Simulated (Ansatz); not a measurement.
**CH8SeSi2: a ladder of functionals and wavefunction methods**

How much do the methods differ for CH8SeSi2? The plan is to run it at one geometry with functionals of several rungs and with coupled cluster. The yardstick is the atomisation energy at the CCSD(T) limit.

Program: Ansatz 0.2.0, Gaussian basis. Level of theory: functionals in def2-TZVPP, the program's frozen cores in correlated methods. These are calculated values, not measurements.

Plan: LDA (SPW92), PBE-D4, revPBE-D4, BLYP-D4, r2SCAN-D4, B97M-V, PBE0-D4, B3LYP-D4, r2SCANh-D4, r2SCAN0-D4, HSE06-D4, BHLYP-D4, CAM-B3LYP-D4, LC-ωPBE, ωB97X-V, ωB97M-V, B2PLYP, PBE-QIDH; CCSD(T)/def2-SVP; CCSD(T)/def2-TZVPP; MP2/def2-QZVPP; extrapolation to the limit; RPA on PBE.

### Step 1. Structure used throughout

An earlier PBE0-D4 in a triple-zeta def2 set relaxation fixed the geometry.

12 atoms, charge 0, spin multiplicity 1.

Atoms are counted from 1 here; the program's logs count them from 0.

Bond lengths: Si1–Si2 2.342 Å, Si1–H5 1.489 Å, Si1–H6 1.490 Å, Si1–H7 1.485 Å, Si2–C3 1.880 Å, Si2–H8 1.490 Å, Si2–H9 1.493 Å, C3–Se4 1.957 Å, C3–H10 1.090 Å, C3–H11 1.092 Å, Se4–H12 1.470 Å. Angles: Si2–Si1–H5 109.3°, Si2–Si1–H6 109.8°, Si2–Si1–H7 111.9°, H5–Si1–H6 108.3°, H5–Si1–H7 109.1°, H6–Si1–H7 108.4°, Si1–Si2–C3 109.5°, Si1–Si2–H8 110.3°, Si1–Si2–H9 110.9°, C3–Si2–H8 108.3°, C3–Si2–H9 110.1°, H8–Si2–H9 107.7°, Si2–C3–Se4 110.1°, Si2–C3–H10 113.6°, Si2–C3–H11 110.0°, Se4–C3–H10 109.9°, Se4–C3–H11 104.6°, H10–C3–H11 108.2° and more.

Geometry (Å):

```xyz
12
CH8SeSi2
Si   -1.1186    1.4095   -0.6082
Si    0.0095    0.1258    0.9926
C     1.3859   -0.8467    0.1605
Se    0.6621   -1.8998   -1.3215
H    -0.1390    1.9301   -1.6008
H    -1.7795    2.5701    0.0514
H    -2.1580    0.6204   -1.3173
H    -0.9264   -0.8414    1.6331
H     0.5726    0.9930    2.0693
H     1.9361   -1.4955    0.8422
H     2.0964   -0.1626   -0.3084
H    -0.4642   -2.4582   -0.5591
```

### Step 2. LDA

This LDA is Slater exchange with PW92 correlation.

in.yaml

```yaml
crystal:
  periodic: [false, false, false]
  atoms:
    - {symbol: Si, position_ang: [-1.118637, 1.409487, -0.608211]}
    - {symbol: Si, position_ang: [0.009539, 0.125774, 0.992649]}
    - {symbol: C, position_ang: [1.385898, -0.846743, 0.160530]}
    - {symbol: Se, position_ang: [0.662128, -1.899770, -1.321455]}
    - {symbol: H, position_ang: [-0.138984, 1.930135, -1.600782]}
    - {symbol: H, position_ang: [-1.779496, 2.570110, 0.051411]}
    - {symbol: H, position_ang: [-2.158002, 0.620428, -1.317282]}
    - {symbol: H, position_ang: [-0.926387, -0.841365, 1.633127]}
    - {symbol: H, position_ang: [0.572609, 0.992955, 2.069273]}
    - {symbol: H, position_ang: [1.936094, -1.495462, 0.842245]}
    - {symbol: H, position_ang: [2.096379, -0.162642, -0.308424]}
    - {symbol: H, position_ang: [-0.464241, -2.458205, -0.559084]}
basis:
  gaussian: {orbitals: def2-TZVPP}
hamiltonian: {xc: lda}
output: {orbitals: {seedname: orbitals}}
```

On the command line:

```
ansatz run in.yaml --threads 4 --pin off --events-out ev --progress --plain --max-ram 10444MiB
```

The runs that follow: PBE-D4 (GGA); revPBE-D4 (GGA); BLYP-D4 (GGA); r2SCAN-D4 (meta-GGA); B97M-V (meta-GGA); PBE0-D4 (hybrid); B3LYP-D4 (hybrid); r2SCANh-D4 (hybrid); r2SCAN0-D4 (hybrid); HSE06-D4 (hybrid); BHLYP-D4 (hybrid); CAM-B3LYP-D4 (range-separated); LC-ωPBE (range-separated); ωB97X-V (range-separated); ωB97M-V (range-separated); B2PLYP (double hybrid); PBE-QIDH (double hybrid); CCSD(T) in def2-SVP; CCSD(T) in def2-TZVPP; MP2 in def2-QZVPP; RPA on PBE orbitals.

**Question.** What will the summary of the whole plan be? Wanted: atomisation energy, CCSD(T)/CBS; farthest beyond LDA; mean size of error, GGA; mean size of error, meta-GGA; mean size of error, hybrid; mean size of error, range-separated; mean size of error, double hybrid; gap, smallest and largest; T1 diagnostic.

The runs gave:

| quantity | value |
| --- | --- |
| atomisation energy, CCSD(T)/CBS | 3686.9 kJ/mol |
| functionals within 36.9 kJ/mol (1.0 %) | PBE-D4, r2SCAN-D4, B97M-V, PBE0-D4, B3LYP-D4, r2SCANh-D4, HSE06-D4, CAM-B3LYP-D4, ωB97X-V, ωB97M-V |
| farthest beyond LDA | revPBE-D4 (-73.0 kJ/mol) |
| mean size of error, GGA | 47.1 kJ/mol |
| mean size of error, meta-GGA | 6.1 kJ/mol |
| mean size of error, hybrid | 35.1 kJ/mol |
| mean size of error, range-separated | 28.1 kJ/mol |
| mean size of error, double hybrid | 61.1 kJ/mol |
| gap, smallest and largest | 4.21 eV (LDA (SPW92)), 11.08 eV (LC-ωPBE) |
| T1 diagnostic | 0.0107 |
| triples share of the correlation energy | 3.7 % |

In words: The LDA atomisation energy is off by 419.4 kJ/mol (11 %): it overbinds. PBE-D4 misses by -16.2 kJ/mol. Double hybrids carry the basis error of their MP2 part in triple zeta, and no dispersion term here, so their miss is partly the set-up's. The rungs meta-GGA, range-separated, hybrid miss on average by less than the doubt on the reference (36.9 kJ/mol), so they tie. The reference freezes the cores and leaves out relativity and excitations past (T), and its outer-core shells are covered unevenly, so misses under about 36.9 kJ/mol can't be ranked. All levels share the lack of spin-orbit coupling, which lowers the free heavy atoms and so the true binding. Hartree-Fock recovers 74 % of the binding; the rest is correlation. CCSD(T) in def2-SVP is off by -244.5 kJ/mol, so the small basis spoils what the method gains. The gap grows from 4.2 to 11.1 eV across the functionals, mostly with the share of exact exchange. Correlated methods include outer-core shells of Se, which these sets cover unevenly.
